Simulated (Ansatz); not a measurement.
# CH6FNSn: up Jacob's ladder to CCSD(T)

One table from this session's results is given with a row withheld; the runs are named, their logs left out.

Method: functionals in def2-TZVPP, the program's frozen cores in correlated methods; program: Ansatz 0.2.0, Gaussian basis.

Plan: PBE-D4, r2SCAN-D4, PBE0-D4, B3LYP-D4, ωB97X-V, ωB97M-V, B2PLYP; CCSD(T)/def2-TZVPP; MP2/def2-QZVPP; extrapolation to the limit.

## The geometry

An earlier PBE0-D4 in a triple-zeta def2 set relaxation fixed the geometry. Sn takes the def2 core potential; no spin-orbit term is included.

SMILES `FC[NH][SnH3]`, 10 atoms, charge 0, spin multiplicity 1.

Atoms are counted from 1 here; the program's logs count them from 0.

Bond lengths: F1–C2 1.414 Å, C2–N3 1.399 Å, C2–H5 1.094 Å, C2–H6 1.094 Å, N3–Sn4 2.042 Å, N3–H7 1.011 Å, Sn4–H8 1.705 Å, Sn4–H9 1.702 Å, Sn4–H10 1.707 Å. Angles: F1–C2–N3 113.4°, F1–C2–H5 105.5°, F1–C2–H6 105.2°, N3–C2–H5 111.4°, N3–C2–H6 110.8°, H5–C2–H6 110.1°, C2–N3–Sn4 118.8°, C2–N3–H7 112.1°, Sn4–N3–H7 114.7°, N3–Sn4–H8 105.3°, N3–Sn4–H9 104.1°, N3–Sn4–H10 112.3°, H8–Sn4–H9 112.7°, H8–Sn4–H10 110.3°, H9–Sn4–H10 111.7°.

Set-up of the first run:

in.yaml reads:

```yaml
crystal:
  periodic: [false, false, false]
  atoms:
    - {symbol: F, position_ang: [0.128837, 1.687338, 1.196121]}
    - {symbol: C, position_ang: [-0.697072, 1.255616, 0.132743]}
    - {symbol: N, position_ang: [-0.064440, 0.356662, -0.732949]}
    - {symbol: Sn, position_ang: [0.571602, -1.437408, 0.007083]}
    - {symbol: H, position_ang: [-1.001190, 2.166870, -0.390018]}
    - {symbol: H, position_ang: [-1.562904, 0.790303, 0.612206]}
    - {symbol: H, position_ang: [0.594232, 0.818308, -1.344879]}
    - {symbol: H, position_ang: [0.835920, -2.420555, -1.360086]}
    - {symbol: H, position_ang: [-0.728842, -1.977412, 0.963698]}
    - {symbol: H, position_ang: [2.006957, -1.291123, 0.919081]}
basis:
  gaussian: {orbitals: def2-TZVPP}
hamiltonian: {xc: pbe, dispersion: d4}
output: {forces: true, orbitals: {seedname: orbitals}}
```

Started as:

```
ansatz run in.yaml --threads 4 --pin off --events-out ev --progress --plain --max-ram 10444MiB
```

Steps of the session up to this table: PBE-D4 (GGA); r2SCAN-D4 (meta-GGA); PBE0-D4 (hybrid); B3LYP-D4 (hybrid); ωB97X-V (range-separated); ωB97M-V (range-separated); B2PLYP (double hybrid); CCSD(T) in def2-TZVPP; MP2 in def2-QZVPP.

One of the session's tables, all rows but one given; the rest of the session is left out.

```
            method  atoms, summed (eV)  atomisation energy (kJ/mol)
            PBE-D4          -11136.104                       3168.3
         r2SCAN-D4          -11142.295                       3103.4
           PBE0-D4          -11137.356                       3099.1
          B3LYP-D4          -11145.076                       3116.5
           ωB97X-V          -11140.192                       3143.9
           ωB97M-V          -11139.123                       3124.2
            B2PLYP                   ?                            ?
     HF/def2-TZVPP          -11098.050                       2132.4
    MP2/def2-TZVPP          -11115.013                       3048.2
   CCSD/def2-TZVPP          -11116.250                       2991.3
CCSD(T)/def2-TZVPP          -11116.623                       3040.9
           MP2/CBS          -11126.868                       3137.8
       CCSD(T)/CBS          -11128.478                       3130.5
```

**Question.** Estimate the row for B2PLYP.

The run gave: atoms, summed (eV): -11133.596; atomisation energy (kJ/mol): 3074.2. In the column «atoms, summed (eV)» it lies between PBE-D4 (-11136.104) and CCSD(T)/CBS (-11128.478).

Caveats from the session: Free atoms (1 F, 1 C, 1 N, 1 Sn, 6 H) were run apart at each level; the atomisation energy is their sum less the molecule, without zero-point or spin-orbit terms.
